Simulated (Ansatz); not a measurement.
This script drives Ansatz 0.2.0, Python API.

Script `ash4nte_pa.py`:
```python
# -*- coding: utf-8 -*-
'''Adding a proton to AsH4NTe.'''

import ansatz as az
import numpy as np

geometry = (
    az.Crystal.molecule()
    .atom('N', [-0.5464, 0.4739, -0.7811])
    .atom('As', [-0.6522, 0.0805, 1.0567])
    .atom('Te', [0.8517, -1.9812, 0.7026])
    .atom('H', [-1.1812, -0.1207, -1.2779])
    .atom('H', [-0.9938, 1.4714, -0.905])
    .atom('H', [0.5682, 1.0287, 1.3736])
    .atom('H', [2.0149, -1.0206, -0.2145])
)

base = (
    geometry.calculation()
    .basis(gaussian='def2-SVP')
    .functional('hf')
)
symbols = [site.symbol for site in geometry.cartesian_sites]
start = np.array([site.position_ang for site in geometry.cartesian_sites], dtype=float)
r = base.relax(force_tolerance=0.01, max_steps=100).run(threads=1, backend='cpu').report
end = np.array(r['positions_ang'])

# start the new hydrogen opposite the existing bonds
away = sum((end[0] - end[j]) / np.linalg.norm(end[0] - end[j]) for j in [1, 3, 4]) + np.array([0.15, 0.1, -0.2])
proton = end[0] + 1.0 * away / np.linalg.norm(away)
acid = az.Crystal.molecule()
for symbol, place in zip(symbols, end):
    acid = acid.atom(symbol, place.tolist())
acid = acid.atom('H', proton.tolist())
protonated = acid.calculation()
protonated = protonated.basis(gaussian='def2-SVP')
protonated = protonated.functional('hf').charge(1)
protonated = protonated.relax(force_tolerance=0.01, max_steps=80)
after = protonated.run(threads=1, backend='cpu').report
xyz = np.array(after['positions_ang'])
reach = np.linalg.norm(xyz[:-1] - xyz[-1], axis=1)
print(f'base {r["free_energy_ev"]:.5f} eV, protonated {after["free_energy_ev"]:.5f} eV')
print(f'the proton ends {reach.min():.3f} A from {symbols[reach.argmin()]}{reach.argmin()}')
print(f'electronic proton affinity {23.060548 * (r["free_energy_ev"] - after["free_energy_ev"]):.1f} kcal/mol')
```

It is started by `python ash4nte_pa.py`. Estimate its wall time and peak memory on 1 thread of Arm Neoverse V1, with other jobs on the host.

It took about 2 min, with a peak of 0.3 GiB, for 2 runs of the engine.

```console
$ python ash4nte_pa.py
base -69597.33608 eV, protonated -69607.18638 eV
the proton ends 1.014 A from N0
electronic proton affinity 227.2 kcal/mol
```

Total energies depend on the basis set; only differences at equal settings carry meaning. The proton is put on one chosen atom, which needn't be the most basic site, so the molecule's proton affinity can be higher; the ends are stationary points, not checked by frequencies, and zero-point and thermal terms count only where printed. def2 sets replace the cores of elements past krypton by effective core potentials. Hartree-Fock leaves correlation out, so bond, atomisation and ionisation energies come out well too low.
